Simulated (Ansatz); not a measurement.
# CH4BFO: up Jacob's ladder to CCSD(T)

The task here is to estimate one member of a computed series from the others.

Program: Ansatz 0.2.0, Gaussian basis. Level of theory: functionals in def2-TZVPP, the program's frozen cores in correlated methods. These are calculated values, not measurements.

Levels to be run: LDA (SPW92), PBE-D4, revPBE-D4, BLYP-D4, r2SCAN-D4, B97M-V, PBE0-D4, B3LYP-D4, r2SCANh-D4, r2SCAN0-D4, HSE06-D4, BHLYP-D4, CAM-B3LYP-D4, LC-ωPBE, ωB97X-V, ωB97M-V, B2PLYP, PBE-QIDH; CCSD(T)/def2-SVP; CCSD(T)/def2-TZVPP; MP2/def2-QZVPP; extrapolation to the limit; RPA on PBE.

### The geometry

All runs share one geometry, relaxed beforehand with PBE0-D4 in a triple-zeta def2 set.

SMILES `COBF`, 8 atoms, charge 0, spin multiplicity 1.

Atoms are counted from 1 here; the program's logs count them from 0.

Bond lengths: C1–O2 1.413 Å, C1–H5 1.093 Å, C1–H6 1.091 Å, C1–H7 1.091 Å, O2–B3 1.339 Å, B3–F4 1.325 Å, B3–H8 1.199 Å. Angles: O2–C1–H5 111.6°, O2–C1–H6 108.9°, O2–C1–H7 108.9°, H5–C1–H6 109.3°, H5–C1–H7 109.3°, H6–C1–H7 108.8°, C1–O2–B3 121.8°, O2–B3–F4 117.6°, O2–B3–H8 123.0°, F4–B3–H8 119.3°.

Coordinates:

```mol
CH4BFO
  3D, bonds by distance, orders not assigned

  8  7  0  0  0  0  0  0  0  0999 V2000
   -0.1922    1.0538   -0.0544 C   0  0
    0.1243   -0.1580   -0.7080 O   0  0
    0.2709   -1.3058   -0.0345 B   0  0
    0.5676   -2.3930   -0.7306 F   0  0
   -0.2969    0.9141    1.0250 H   0  0
   -1.1287    1.4400   -0.4601 H   0  0
    0.6011    1.7778   -0.2484 H   0  0
    0.1459   -1.3861    1.1551 H   0  0
  1  2  8  0
  2  3  8  0
  3  4  8  0
  1  5  8  0
  1  6  8  0
  1  7  8  0
  3  8  8  0
M  END
```

Set-up of the first run:

Input file in.yaml:

```yaml
crystal:
  periodic: [false, false, false]
  atoms:
    - {symbol: C, position_ang: [-0.192157, 1.053847, -0.054387]}
    - {symbol: O, position_ang: [0.124302, -0.157955, -0.707953]}
    - {symbol: B, position_ang: [0.270893, -1.305769, -0.034485]}
    - {symbol: F, position_ang: [0.567646, -2.392969, -0.730622]}
    - {symbol: H, position_ang: [-0.296948, 0.914130, 1.025023]}
    - {symbol: H, position_ang: [-1.128731, 1.439983, -0.460133]}
    - {symbol: H, position_ang: [0.601063, 1.777807, -0.248424]}
    - {symbol: H, position_ang: [0.145932, -1.386077, 1.155080]}
basis:
  gaussian: {orbitals: def2-TZVPP}
hamiltonian: {xc: lda}
output: {orbitals: {seedname: orbitals}}
```

Among the steps run: LDA; PBE-D4 (GGA); revPBE-D4 (GGA); BLYP-D4 (GGA); r2SCAN-D4 (meta-GGA); B97M-V (meta-GGA); PBE0-D4 (hybrid); B3LYP-D4 (hybrid); r2SCANh-D4 (hybrid); r2SCAN0-D4 (hybrid); HSE06-D4 (hybrid); BHLYP-D4 (hybrid); CAM-B3LYP-D4 (range-separated); LC-ωPBE-D4 (range-separated; the results give it without D4); ωB97X-V (range-separated); ωB97M-V (range-separated); B2PLYP (double hybrid); PBE-QIDH (double hybrid).

One table of the session follows, with a row left open; its other results are not shown here.

It belongs to the step «Orbital energies across the functionals». 

| functional | HOMO (eV) | gap (eV) |
| --- | --- | --- |
| LDA (SPW92) | -7.91 | 7.01 |
| PBE-D4 | -7.75 | 7.14 |
| revPBE-D4 | -7.69 | 7.19 |
| BLYP-D4 | -7.66 | 7.14 |
| r2SCAN-D4 | -8.07 | 7.88 |
| B97M-V | -8.17 | 7.87 |
| PBE0-D4 | -9.31 | 9.69 |
| B3LYP-D4 | -9.07 | 9.16 |
| r2SCANh-D4 | -8.65 | 8.81 |
| r2SCAN0-D4 | -9.53 | 10.19 |
| HSE06-D4 | -8.90 | 8.90 |
| BHLYP-D4 | ? | ? |
| CAM-B3LYP-D4 | -10.78 | 12.16 |
| LC-ωPBE | -12.15 | 14.80 |
| ωB97X-V | -11.79 | 14.31 |
| ωB97M-V | -11.71 | 13.88 |

Q: Estimate the row for BHLYP-D4 from the others.

Worked estimate for «HOMO (eV)». Against the share of exact exchange, BLYP-D4 (0, -7.66), B3LYP-D4 (0.2, -9.07) give a slope of -7.05 per unit share; at 0.5 the line stands at -11.18.

The run gave: HOMO (eV): -10.81; gap (eV): 12.09. In «HOMO (eV)» the line misses by -0.37.
